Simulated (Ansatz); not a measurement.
# WAu (F-43m) in Ansatz: further runs

Aim: see how the results for WAu move with the level of theory and the settings. Levels: r2SCAN50, HF. Tasks: single point, relaxation of cell and atoms.

All numbers are computed with Ansatz 0.2.0; they aren't measurements. Logs are shortened: lines on timing, memory, paths and dates and some standing lists are left out, and cuts for length are marked.

### 1 The structure

Symmetry: F-43m, No. 216, cubic system. Conventional cell: a = 5.496 Å, b = 5.496 Å, c = 5.496 Å, α = 90.00°, β = 90.00°, γ = 90.00°. W (site symmetry -43m) is surrounded by 4 Au at 2.38 Å. Au (site symmetry -43m) is surrounded by 4 W at 2.38 Å.

The cell was built by a generator and needn't be a form met in nature.

### 2 Single point, r2SCAN50

input reads:

```
crystal:
  lattice:
    - [0.0, 2.74797926, 2.74797926]
    - [2.74797926, 0.0, 2.74797926]
    - [2.74797926, 2.74797926, 0.0]
  atoms:
    - { symbol: W, position: [0.0, 0.0, 0.0] }
    - { symbol: Au, position: [0.75, 0.75, 0.75] }
hamiltonian:
  xc: r2scan50
  pseudopotentials: { kind: paw }
kpoints:
  mp_grid: { grid: [4, 4, 4] }
scf:
  occupations: { method: fermi_dirac, width: 0.05 }
output:
  forces: true
  stress: true
  eigenvalues: true
```

Potentials or basis: Ansatz PAW.

The log of the run:

```text
Warning: output.stress: scf.convergence.dr2_threshold = 1e-7 eV (the SCF's general default) is looser than the 2e-10 eV advised for a printed stress (1e-10 eV for each atom of the cell: 2). What an SCF threshold leaves in a stress goes as its square root, and in the free energy as the threshold itself, and one threshold admits the most on a small cell: of the crystals measured, under no hybrid functional and no lock of the moments, on runs that ended without the residual-converged pass, on stresses that held no estimate of that error, the worst erred by over 100 MPa in a component at 1e-7 eV an atom and by under 5 at 1e-10. Set scf.convergence.dr2_threshold to 2e-10 eV or tighter. The threshold is an SCF's pass mark: one that does not reach it within its budget of iterations ends unconverged, or closes short of it on a stop that the run arms, and scf.convergence.dr2_threshold's page says what that costs each kind of run
Warning: output.stress: scf.exx.energy_threshold = 1e-6 eV is looser than the 2e-8 eV advised for a stress under a hybrid functional (1e-8 eV for each atom of the cell: 2). Every SCF of the exchange loop can meet its threshold on dr2 while the loop round them stops early: no threshold on dr2 bounds what that leaves in the stress. Set scf.exx.energy_threshold to 2e-8 eV or tighter. The threshold is the loop's pass mark: a loop that does not reach it within its budget of cycles ends unconverged, and scf.exx.energy_threshold's page has the law
GPUs: using 1 of 1 available (devices: 1).
Engine: ansatz 0.2.0, x86_64-unknown-linux-gnu
Pseudopotentials: kind: paw
Pseudopotential: W, paw, valence charge 14, recommended cutoff 500 eV (meta_gga), W.paw.azcp
Pseudopotential: Au, paw, valence charge 19, recommended cutoff 500 eV (meta_gga), Au.paw.azcp
Functional definition: r2SCAN50
  parameter a = 0.5
  parameter k0 = 0.174
  parameter k1 = 0.065
  parameter a1 = 4.9479
  exchange = (1 - a)*r2scan_x(k0 = k0, k1 = k1, a1 = a1) + a*exact_x
  correlation = r2scan_c
device memory: the entry about to start is reckoned to put 1.0 GiB on a device that reports 44.5 GiB free (of which the cap on the GPU budget leaves the run 18.0 GiB)
GPU FFT provider: cuFFT
GPU libraries: cuBLAS 13.8.2, cuFFT 12.4.0, cuSOLVER 12.3.4
Crystal: 2 atoms, lattice volume = 41.502 Å³
Basis set: ecut = 500 eV, 1067 PW (Γ), exchange–correlation on 120×120×120 points (64 copies of the dense FFT grid, shifted against one another)
Bands: 21, of which v1, the nominal top of the filled ones, is band 17 counted from 1 (16 counted from 0)
Symmetry: 24 space group operations
Space group: F-43m (ITA 216), of the structure as read, at distance tolerance 3.5e-5 Å
k-points: 8 of 64 (time reversal used)
Non-local potential: W, projectors of the file, l = 0: 3, l = 1: 2, l = 2: 2, l = 3: 1
Non-local potential: Au, projectors of the file, l = 0: 3, l = 1: 2, l = 2: 2, l = 3: 1
PAW form: soft (Blöchl's): semilocal exchange-correlation on the pseudo side does not see the compensation charge
PAW frozen core: W, regenerated for the run's functional, and the local potential with it (the file was generated under x = pbe(κ = 0.804, μ = 0.2195149727645171), c = pbe(β = 0.06672455060314922))
PAW frozen core: Au, regenerated for the run's functional, and the local potential with it (the file was generated under x = pbe(κ = 0.804, μ = 0.2195149727645171), c = pbe(β = 0.06672455060314922))
PAW one-centre angular grid: W, 590 points (default); XC on 160 Gauss nodes
PAW one-centre angular grid: Au, 590 points (default); XC on 160 Gauss nodes
Initial density: superposition of atomic densities (neutral atoms: chi_scale 0, normalization atom), corrected by the library's trained network
Initial wavefunctions: pseudopotential atomic-orbital guess
GPU buffer pool allocated for 27000 grid points (all kernels)
GPU transforms: local potential and band sums: pruned to the plane-wave sphere, on 30×30×30
Functional: x = r2scan, c = r2scan; τ floored in thin density (d = 2e-4 eV/Å³), warm-up for x = 0.5 r2scan + 0.5 exact, c = r2scan; τ floored in thin density (d = 2e-4 eV/Å³)
SCF iter   1: F=—  HF=-23556.086770 eV  |F-HF|=—  |Δ(HF+E_count)|=         —  Δρ=7.30e-3  dr2=1.08e-2  dr2_τ=6.98e-2  ethr=1.77e-3  ⟨swp⟩=8.6  Hψ=689  notcnv=0
preconditioner: auto → none  [insulator: Δε(μ)=0.474 eV  Ē_g=8.609 eV  σ=0.050 eV  W_gap=0.51  n_scr=14 (ndim 8)  ℏωp=23.8 eV  f_vac=0.000  D(μ)=7.74/eV (n_scr^D=136)]
SCF iter   2: F=—  HF=-23556.128396 eV  |F-HF|=—  |Δ(HF+E_count)|=   4.16e-2  Δρ=4.08e-3  dr2=5.51e-3  dr2_τ=5.83e-4  ethr=3.28e-5  ⟨swp⟩=4.6  Hψ=493  notcnv=0  defer=1
SCF iter   3: F=—  HF=-23556.130046 eV  |F-HF|=—  |Δ(HF+E_count)|=   1.65e-3  Δρ=3.74e-3  dr2=7.09e-3  dr2_τ=1.11e-3  ethr=1.67e-5  ⟨swp⟩=3.4  Hψ=443  notcnv=0
iter 4 solved again at ethr=1.42e-7 eV; its pass at ethr=1.67e-5 eV (dr2=4.70e-5 eV) is discarded
SCF iter   4: F=—  HF=-23556.129144 eV  |F-HF|=—  |Δ(HF+E_count)|=   9.02e-4  Δρ=5.56e-4  dr2=4.59e-5  dr2_τ=1.89e-5  ethr=1.42e-7  ⟨swp⟩=3.0  Hψ=679  notcnv=0
[... 54 lines left out ...]
SCF iter   5: F=—  HF=-23540.586805 eV  |F-HF|=—  |Δ(HF+E_count)|=   8.99e-7  Δρ=1.27e-5  dr2=1.99e-6  dr2_τ=2.39e-9  ethr=1.88e-11  ⟨swp⟩=5.0  Hψ=617  notcnv=0
SCF iter   6: F=—  HF=-23540.586817 eV  |F-HF|=—  |Δ(HF+E_count)|=   1.16e-5  Δρ=5.70e-5  dr2=1.24e-6  dr2_τ=5.63e-8  ethr=1.88e-11  ⟨swp⟩=5.2  Hψ=678  notcnv=0
SCF iter   7: F=—  HF=-23540.586817 eV  |F-HF|=—  |Δ(HF+E_count)|=   3.97e-7  Δρ=4.36e-6  dr2=2.68e-7  dr2_τ=2.76e-10  ethr=1.88e-11  ⟨swp⟩=4.4  Hψ=561  notcnv=0
SCF iter   8: F=—  HF=-23540.586817 eV  |F-HF|=—  |Δ(HF+E_count)|=   2.25e-9  Δρ=4.55e-7  dr2=2.58e-7  dr2_τ=1.48e-11  ethr=1.80e-11  ⟨swp⟩=3.0  Hψ=329  notcnv=0
Mixer restart at iter 8: flushing history
SCF iter   9: F=—  HF=-23540.586817 eV  |F-HF|=—  |Δ(HF+E_count)|=   7.33e-7  Δρ=2.97e-5  dr2=2.69e-7  dr2_τ=1.75e-8  ethr=1.78e-12 (applied; sched 1.00e-12)  ⟨swp⟩=5.4  Hψ=597  notcnv=0
SCF iter  10: F=—  HF=-23540.586818 eV  |F-HF|=—  |Δ(HF+E_count)|=   1.87e-7  Δρ=1.48e-5  dr2=1.16e-7  dr2_τ=7.95e-9  ethr=1.71e-12 (applied; sched 1.00e-12)  ⟨swp⟩=5.0  Hψ=580  notcnv=0
SCF iter  11: F=—  HF=-23540.586818 eV  |F-HF|=—  |Δ(HF+E_count)|=   1.20e-7  Δρ=1.16e-5  dr2=9.66e-8  dr2_τ=8.55e-9  ethr=1.62e-12 (applied; sched 1.00e-12)  ⟨swp⟩=4.4  Hψ=559  notcnv=0
SCF iter  12: F=—  HF=-23540.586818 eV  |F-HF|=—  |Δ(HF+E_count)|=   5.83e-8  Δρ=7.19e-6  dr2=2.84e-8  dr2_τ=3.03e-9  ethr=1.62e-12 (applied; sched 1.00e-12)  ⟨swp⟩=4.4  Hψ=555  notcnv=0
SCF iter  13: F=-23540.586818 eV  HF=-23540.586818 eV  |F-HF|=1.45e-9  |Δ(HF+E_count)|=   1.54e-8  Δρ=1.91e-6  dr2=4.27e-9  dr2_τ=1.74e-10  ethr=1.46e-12 (applied; sched 1.00e-12)  ⟨swp⟩=4.2  Hψ=504  notcnv=0
SCF 4 converged in 13 iterations: F = -23540.586818 eV  dr2 = 4.27e-9
  Residual-converged pass: ⟨swp⟩=1.8  Hψ=181  notcnv=0  max |occ|·‖R‖ = 2.4e-6 eV (tolerance 2.4e-6 eV)  dr2=4.27e-9  dr2_τ=1.74e-10  dr2_onsite=4.96e-11  max |Δocc| = 2.4e-25
hybrid outer 3: dexx = +1.299e-4 eV, tail = 2.40e-4 eV, Δε = 1.57e-2 eV (about 8.38e-4 eV left of the loop's levels)
GPU FFT provider: cuFFT
GPU libraries: cuBLAS 13.8.2, cuFFT 12.4.0, cuSOLVER 12.3.4
GPU buffer pool allocated for 27000 grid points (all kernels)
GPU transforms: local potential and band sums: pruned to the plane-wave sphere, on 30×30×30
Exchange kernel: α = 0.5000, full range, Wigner–Seitz truncation, v(0) = 6648.8370 eV·Å³, q-mesh 4×4×4, nearest image of the exchange supercell L = 15.54 Å, pair-density grid 18×18×18, without the augmentation charges, whose exchange is taken in its separable form by FFT convolution over the k-point mesh (sized by the pseudopotential files, 24×24×24 at the most), smooth part of the exact exchange by density-matrix convolution in up to 1.41 GiB of GPU memory as planned if the GPU has room (build and FFT work areas not counted)
Frozen-core exchange: fock
SCF iter   1: F=—  HF=-23540.586815 eV  |F-HF|=—  |Δ(HF+E_count)|=         —  Δρ=5.39e-6  dr2=2.02e-8  dr2_τ=2.85e-9  ethr=4.09e-9  ⟨swp⟩=3.8  Hψ=383  notcnv=0
preconditioner: auto → none  [insulator: Δε(μ)=0.932 eV  Ē_g=12.237 eV  σ=0.050 eV  W_gap=0.83  n_scr=14 (ndim 8)  ℏωp=23.8 eV  f_vac=0.000  D(μ)=2.08/eV (n_scr^D=14)]
SCF iter   2: F=-23540.586815 eV  HF=-23540.586815 eV  |F-HF|=1.23e-9  |Δ(HF+E_count)|=   1.46e-8  Δρ=2.69e-6  dr2=3.52e-9  dr2_τ=9.71e-10  ethr=4.88e-11  ⟨swp⟩=3.6  Hψ=409  notcnv=0
SCF 5 converged in 2 iterations: F = -23540.586815 eV  dr2 = 3.52e-9
  Residual-converged pass: ⟨swp⟩=2.9  Hψ=311  notcnv=0  max |occ|·‖R‖ = 2.4e-6 eV (tolerance 2.4e-6 eV)  dr2=3.52e-9  dr2_τ=9.80e-10  dr2_onsite=3.76e-10  max |Δocc| = 6.1e-24
hybrid outer 4: dexx = +2.471e-8 eV, tail = 1.36e-8 eV, Δε = 3.26e-4 eV (about 1.44e-4 eV left of the loop's levels), ΔF = 3.70e-17 eV/Å (tail 1.84e-17)
hybrid SCF converged: 4 outer / 27 inner (+9 warm-up), last move |dexx| = 2.47e-8 eV, tail = 1.36e-8 eV
Stability not checked: this state was not tested for a lower state beside it, because the functional holds exact exchange (a hybrid, or Hartree-Fock), whose exchange loop this test does not read (fock_operator; see scf.lower_state_search)
Free energy (F): -23540.586815 eV
Frozen-core exchange: fock
Harris-Foulkes:  -23540.586815 eV  (|F-HF|=1.23e-9)
Internal energy: -23540.569919 eV  (E = F + TS)
E sigma→0 (E₀):  -23540.578367 eV
Entropy (-TS):   -0.016896 eV (-8.448 meV/atom)
Fermi energy:    16.186301 eV
--- Per-component energies (eV) ---
  E_band       = -671.849785
  E_kinetic    = 1058.171312
  E_local      = -3361.987910  (includes V_loc(G=0)·N_el)
  E_nonlocal   = 75.406133
  E_hartree    = 1373.637877
  E_xc         = -257.408546
  E_vxc        = -302.132854  (∫ρ·V_xc dr)
  E_exx        = -248.577828  (= α·E_x^exact, valence–valence)
  E_paw        = -18265.542464  (= ΣΔE_a)
  E_vpaw       = -406.144331  (= ΣTr[D̂ρ^β])
  E_aug_tail   = 0.000622  (compensation charges beyond the density's cutoff)
  E_vtau       = 14.717126  (kinetic-family band-sum trace: ∫τ·v_τ [+ j·A + Jᵃ·Aᵃ] dr)
  E_ewald      = -3904.385016
  E_core_change = -9.884101  (= ΣΔE_core)
  E_smearing   = -0.016896  (= −TS)
  E_closure    = 0.000000  (closes the sum)
  Σ components = -23540.586815   (vs F -23540.586815, Δ=0.00e0)
--- Forces (eV/Å), atoms counted from 1 ---
  atom   1  W      0.00000000     0.00000000     0.00000000
  atom   2  Au     0.00000000    -0.00000000     0.00000000
  max |Σ_I F_I| component: 4.35e-16 eV/Å
--- Stress (GPa, compression-positive) ---
       22.860325      -0.000000      -0.000000
        0.000000      22.860325       0.000000
       -0.000000       0.000000      22.860325
  P = ⅓ Tr σ = 22.8603 GPa (228.603 kbar)
--- Band table (eV; the first three rows and the last of 8) ---
  k-point 0: bands = ["-102.7967", "-67.5292", "-51.3014", "-51.3014", "-51.3014", "-28.7711", "-28.7711", "-28.7711", "4.5458", "6.1754", "6.1754", "6.6136", "6.6136", "6.6136", "13.8505", "13.8505", "13.8505", "19.9389", "19.9389", "27.7549", "30.3141"]
  k-point 1: bands = ["-102.7970", "-67.5301", "-51.3032", "-51.3032", "-51.2974", "-28.8089", "-28.7688", "-28.7688", "5.6805", "6.0374", "6.0374", "6.6797", "6.8639", "6.8639", "12.7983", "14.3329", "14.3329", "19.5841", "19.5841", "25.2339", "27.7202"]
  k-point 2: bands = ["-102.7969", "-67.5318", "-51.3056", "-51.3056", "-51.2927", "-28.8538", "-28.7698", "-28.7698", "5.9444", "6.4468", "6.4468", "6.4943", "6.4943", "8.0815", "12.4908", "14.8552", "14.8552", "19.5051", "19.5051", "20.5719", "27.1536"]
  k-point 7: bands = ["-102.7970", "-67.5315", "-51.3106", "-51.3105", "-51.2829", "-28.8522", "-28.7973", "-28.7713", "5.6008", "5.6291", "6.4234", "7.0132", "7.1586", "9.6085", "12.7418", "13.9192", "18.5498", "19.9275", "19.9585", "20.3331", "21.1698"]
```

It took 13 s on 1 × NVIDIA H100 80GB HBM3 with 2 threads of AMD EPYC 7R13 (Zen 3), shared host; peak memory 1.5 GiB.

What came out:

```yaml
Free_energy: -23540.5868 eV
Pressure: 22.9 GPa
Band_gap_on_the_k_mesh: none (metal or under the smearing width)
```

Caveat: the k mesh is coarse (spacing up to 0.50 Å⁻¹), so the values aren't converged, least of all with exact exchange; so large a pressure means that the cell lies far from this level's equilibrium, or that cutoff or potentials fall short; the PAW data sets come from PBE, with cores solved anew for the run's functional, which leaves a small shift of forces and pressure; the thresholds are loose for stress. The run has no spin-orbit coupling, so splittings on Au, W are missing.

### 3 Single point, HF

input: that of step 2 with these lines changed.

```diff
@@ -9,3 +9,3 @@
 hamiltonian:
-  xc: r2scan50
+  xc: hf
   pseudopotentials: { kind: paw }
```

Potentials or basis: Ansatz PAW.

The log of the run:

```text
Warning: output.stress: scf.convergence.dr2_threshold = 1e-7 eV (the SCF's general default) is looser than the 2e-10 eV advised for a printed stress (1e-10 eV for each atom of the cell: 2). What an SCF threshold leaves in a stress goes as its square root, and in the free energy as the threshold itself, and one threshold admits the most on a small cell: of the crystals measured, under no hybrid functional and no lock of the moments, on runs that ended without the residual-converged pass, on stresses that held no estimate of that error, the worst erred by over 100 MPa in a component at 1e-7 eV an atom and by under 5 at 1e-10. Set scf.convergence.dr2_threshold to 2e-10 eV or tighter. The threshold is an SCF's pass mark: one that does not reach it within its budget of iterations ends unconverged, or closes short of it on a stop that the run arms, and scf.convergence.dr2_threshold's page says what that costs each kind of run
Warning: output.stress: scf.exx.energy_threshold = 1e-6 eV is looser than the 2e-8 eV advised for a stress under a hybrid functional (1e-8 eV for each atom of the cell: 2). Every SCF of the exchange loop can meet its threshold on dr2 while the loop round them stops early: no threshold on dr2 bounds what that leaves in the stress. Set scf.exx.energy_threshold to 2e-8 eV or tighter. The threshold is the loop's pass mark: a loop that does not reach it within its budget of cycles ends unconverged, and scf.exx.energy_threshold's page has the law
[... 244 lines left out ...]
  k-point 0: bands = ["-110.5092", "-74.0797", "-56.7578", "-56.7578", "-56.7578", "-32.8689", "-32.8689", "-32.8689", "3.2474", "4.6914", "4.6914", "5.1023", "5.1023", "5.1023", "13.3840", "13.3840", "13.3840", "23.8100", "23.8100", "31.2997", "33.8330"]
  k-point 1: bands = ["-110.5084", "-74.0799", "-56.7606", "-56.7606", "-56.7536", "-32.9343", "-32.8717", "-32.8717", "4.4322", "4.5039", "4.5039", "5.3498", "5.3942", "5.3942", "12.4197", "14.2207", "14.2207", "23.1605", "23.1605", "28.6779", "31.0961"]
  k-point 2: bands = ["-110.5075", "-74.0817", "-56.7639", "-56.7639", "-56.7475", "-33.0092", "-32.8761", "-32.8761", "4.4763", "4.9458", "4.9458", "4.9858", "4.9858", "7.1938", "12.5543", "15.2366", "15.2366", "22.7050", "22.7050", "23.4221", "30.4485"]
  k-point 7: bands = ["-110.5078", "-74.0804", "-56.7716", "-56.7706", "-56.7354", "-33.0025", "-32.9238", "-32.8879", "3.9720", "4.0139", "5.0264", "5.5462", "5.7296", "8.8698", "12.9204", "15.0355", "20.8844", "22.0293", "22.8465", "23.5894", "24.1120"]
```

It took 16 s on 1 × NVIDIA H100 80GB HBM3 with 2 threads of AMD EPYC 7R13 (Zen 3), shared host; peak memory 1.4 GiB.

Results:

* Free energy: -23266.6522 eV
* Pressure: 36.3 GPa
* Band gap on the k mesh: none (metal or under the smearing width)

Caveat: the k mesh is coarse (spacing up to 0.50 Å⁻¹), so the values aren't converged, least of all with exact exchange; so large a pressure means that the cell lies far from this level's equilibrium, or that cutoff or potentials fall short; the pressure holds a Pulay correction of +0.4 GPa for the finite cutoff; the PAW data sets come from PBE, with cores solved anew for the run's functional, which leaves a small shift of forces and pressure; the thresholds are loose for stress. The run has no spin-orbit coupling, so splittings on Au, W are missing.

### 4 Relaxation of cell and atoms, HF

input: that of step 3 with these lines changed.

```diff
@@ -19 +19,5 @@
   eigenvalues: true
+relax:
+  f_tol: 0.01
+  max_steps: 40
+  cell: { stress_tol: 0.05 }
```

Wall time 77 s (1 × NVIDIA H100 80GB HBM3 with 2 threads of AMD EPYC 7R13 (Zen 3), shared host); peak memory 1.6 GiB.

The run converged. Its results:

```yaml
Free_energy: -23267.6063 eV
Relaxed_volume: 25.99 Å³/atom
Relaxed_cell: a = 4.189 Å, b = 4.189 Å, c = 4.189 Å, α = 60.00°, β = 60.00°, γ = 60.00°
Space_group_after_relaxing_to_0.05_Å: F-43m (No. 216)
Energy_gained_by_relaxing: 477.1 meV/atom
Ionic_steps: 6
Pressure_after_relaxing: 0.0 GPa
Band_gap_on_the_k_mesh: none (metal or under the smearing width)
```

The path:
```
step  energy change (eV)  largest force (eV/Å)  volume (Å³)
   1              0.0000                0.0000        41.50
   2             -0.8217                0.0000        47.87
   3             -0.9116                0.0000        50.50
   4             -0.9211                0.0000        51.74
   5             -0.9209                0.0000        51.97
   6             -0.9542                0.0000        51.97
```

Final structure:
```
W Au
1.0
     0.00000    2.96196    2.96196
     2.96196    0.00000    2.96196
     2.96196    2.96196    0.00000
W Au
1 1
Direct
  0.00000 0.00000 0.00000
  0.75000 0.75000 0.75000
```

Levels at points of the mesh, in eV from the Fermi level:
```tsv
k point	band 15	band 16	band 17	band 18	band 19	band 20
(0.00, 0.00, 0.00)	-4.16	-4.16	-4.16	6.49	6.49	12.57
(0.00, 0.00, -0.50)	-3.95	-2.39	-2.39	4.46	5.38	5.38
(0.00, -0.50, -0.50)	-4.88	2.18	2.18	3.42	5.34	6.20
```

Caveat: the k mesh is coarse (spacing up to 0.50 Å⁻¹), so the values aren't converged, least of all with exact exchange; the volume moved by over 15 % at a fixed basis, so the end points are rough; the plane-wave basis is chosen anew once the cell has moved, so the energies of steps on either side of that aren't comparable; the pressure holds a Pulay correction of +0.3 GPa for the finite cutoff; the PAW data sets come from PBE, with cores solved anew for the run's functional, which leaves a small shift of forces and pressure. The run has no spin-orbit coupling, so splittings on Au, W are missing.

### 5 Overview

| task | level | cell | cutoff (eV) | gap on the mesh (eV) | pressure (GPa) |
| --- | --- | --- | --- | --- | --- |
| single point | r2SCAN50 | as given | 500 | none | 22.9 |
| single point | HF | as given | 420 | none | 36.3 |
| relaxation of cell and atoms | HF | relaxed | 420 | none | 0.0 |

Alike in all rows: potentials or basis Ansatz PAW; no spin polarisation; k mesh 4 × 4 × 4; smearing fermi-dirac 0.05 eV; the mesh is coarse, so values aren't converged.

Caveats: all runs use coarse meshes; the PAW data sets come from PBE, with cores solved anew for the run's functional, which leaves a small shift of forces and pressure; so large a pressure means that the cell lies far from this level's equilibrium, or that cutoff or potentials fall short (some runs); the thresholds are loose for stress (some runs); the volume moved by over 15 % at a fixed basis, so the end points are rough (some runs); the plane-wave basis is chosen anew once the cell has moved, so the energies of steps on either side of that aren't comparable (some runs).

Absolute energies hang on the potentials; compare differences alone.
